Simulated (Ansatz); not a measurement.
**C₂H₅ClSi₂: up Jacob's ladder to CCSD(T)**

One table from this session's results is given with a row withheld; the runs are named, their logs left out.

Method: functionals in def2-TZVPP, the program's frozen cores in correlated methods; program: Ansatz 0.2.0, Gaussian basis.

Plan: LDA (SPW92), PBE-D4, revPBE-D4, BLYP-D4, r2SCAN-D4, B97M-V, PBE0-D4, B3LYP-D4, r2SCANh-D4, r2SCAN0-D4, HSE06-D4, BHLYP-D4, CAM-B3LYP-D4, LC-ωPBE, ωB97X-V, ωB97M-V, B2PLYP, PBE-QIDH; CCSD(T)/def2-SVP; CCSD(T)/def2-TZVPP; MP2/def2-QZVPP; extrapolation to the limit; RPA on PBE.

**The relaxed structure**

The geometry comes from an earlier relaxation with PBE0-D4 in a triple-zeta def2 set; it is a stationary point, not always the lowest conformer.

SMILES `[SiH3][Si]1(Cl)C=C1`, 10 atoms, charge 0, spin multiplicity 1.

Atoms are counted from 1 here; the program's logs count them from 0.

Bond lengths: Si1–Si2 2.323 Å, Si1–H6 1.486 Å, Si1–H7 1.486 Å, Si1–H8 1.486 Å, Si2–Cl3 2.065 Å, Si2–C4 1.799 Å, Si2–C5 1.799 Å, C4–C5 1.336 Å, C4–H9 1.083 Å, C5–H10 1.083 Å. Angles: Si2–Si1–H6 108.7°, Si2–Si1–H7 109.7°, Si2–Si1–H8 109.8°, H6–Si1–H7 109.8°, H6–Si1–H8 109.8°, H7–Si1–H8 109.1°, Si1–Si2–Cl3 108.8°, Si1–Si2–C4 125.4°, Si1–Si2–C5 125.4°, Cl3–Si2–C4 120.0°, Cl3–Si2–C5 120.0°, C4–Si2–C5 43.6°, Si2–C4–C5 68.2°, Si2–C4–H9 156.2°, C5–C4–H9 135.6°, Si2–C5–C4 68.2°, Si2–C5–H10 156.1°, C4–C5–H10 135.6°.

Geometry (Å):

```mol
C2H5ClSi2
  3D, bonds by distance, orders not assigned

 10 10  0  0  0  0  0  0  0  0999 V2000
   -1.3119   -1.1392   -0.7145 Si  0  0
    0.5814   -0.2120    0.2612 Si  0  0
    1.8780   -1.7351    0.7736 Cl  0  0
    0.6395    1.3551    1.1432 C   0  0
    1.2156    1.4410   -0.0587 C   0  0
   -2.2540   -0.0437   -1.0607 H   0  0
   -0.9301   -1.8807   -1.9443 H   0  0
   -1.9598   -2.0772    0.2384 H   0  0
    0.4905    2.0276    1.9794 H   0  0
    1.7340    2.2129   -0.6148 H   0  0
  1  2  8  0
  2  3  8  0
  2  4  8  0
  4  5  8  0
  1  6  8  0
  1  7  8  0
  1  8  8  0
  4  9  8  0
  5 10  8  0
  2  5  8  0
M  END
```

Set-up of the first run:

The input, in.yaml:

```yaml
crystal:
  periodic: [false, false, false]
  atoms:
    - {symbol: Si, position_ang: [-1.311891, -1.139215, -0.714477]}
    - {symbol: Si, position_ang: [0.581412, -0.212017, 0.261230]}
    - {symbol: Cl, position_ang: [1.878034, -1.735078, 0.773583]}
    - {symbol: C, position_ang: [0.639471, 1.355114, 1.143239]}
    - {symbol: C, position_ang: [1.215644, 1.441006, -0.058710]}
    - {symbol: H, position_ang: [-2.254041, -0.043661, -1.060699]}
    - {symbol: H, position_ang: [-0.930094, -1.880666, -1.944284]}
    - {symbol: H, position_ang: [-1.959824, -2.077242, 0.238445]}
    - {symbol: H, position_ang: [0.490527, 2.027640, 1.979444]}
    - {symbol: H, position_ang: [1.733961, 2.212919, -0.614771]}
basis:
  gaussian: {orbitals: def2-TZVPP}
hamiltonian: {xc: lda}
output: {orbitals: {seedname: orbitals}}
```

Among the steps run: LDA; PBE-D4 (GGA); revPBE-D4 (GGA); BLYP-D4 (GGA); r2SCAN-D4 (meta-GGA); B97M-V (meta-GGA); PBE0-D4 (hybrid); B3LYP-D4 (hybrid); r2SCANh-D4 (hybrid); r2SCAN0-D4 (hybrid); HSE06-D4 (hybrid); BHLYP-D4 (hybrid); CAM-B3LYP-D4 (range-separated); LC-ωPBE (range-separated); ωB97X-V (range-separated); ωB97M-V (range-separated); B2PLYP (double hybrid); PBE-QIDH (double hybrid).

One of the session's tables, all rows but one given; the rest of the session is left out.

It belongs to the step «Orbital energies across the functionals». 

| functional | HOMO (eV) | gap (eV) |
| --- | --- | --- |
| LDA (SPW92) | -6.46 | 4.47 |
| PBE-D4 | -6.36 | 4.60 |
| revPBE-D4 | -6.31 | 4.65 |
| BLYP-D4 | -6.21 | 4.64 |
| r2SCAN-D4 | -6.60 | 5.07 |
| B97M-V | -6.69 | 5.15 |
| PBE0-D4 | -7.54 | 6.76 |
| B3LYP-D4 | -7.33 | 6.36 |
| r2SCANh-D4 | ? | ? |
| r2SCAN0-D4 | -7.70 | 7.03 |
| HSE06-D4 | -7.15 | 5.98 |
| BHLYP-D4 | -8.64 | 8.87 |
| CAM-B3LYP-D4 | -8.84 | 9.20 |
| LC-ωPBE | -10.17 | 11.63 |
| ωB97X-V | -9.83 | 11.19 |
| ωB97M-V | -9.66 | 10.83 |

Q: Estimate the row for r2SCANh-D4 from the others.

Worked estimate for «HOMO (eV)». Against the share of exact exchange, r2SCAN-D4 (0, -6.60), r2SCAN0-D4 (0.25, -7.70) give a slope of -4.40 per unit share; at 0.1 the line stands at -7.04.

The run gave: HOMO (eV): -7.04; gap (eV): 5.86. In «HOMO (eV)» the line misses by 0.00.
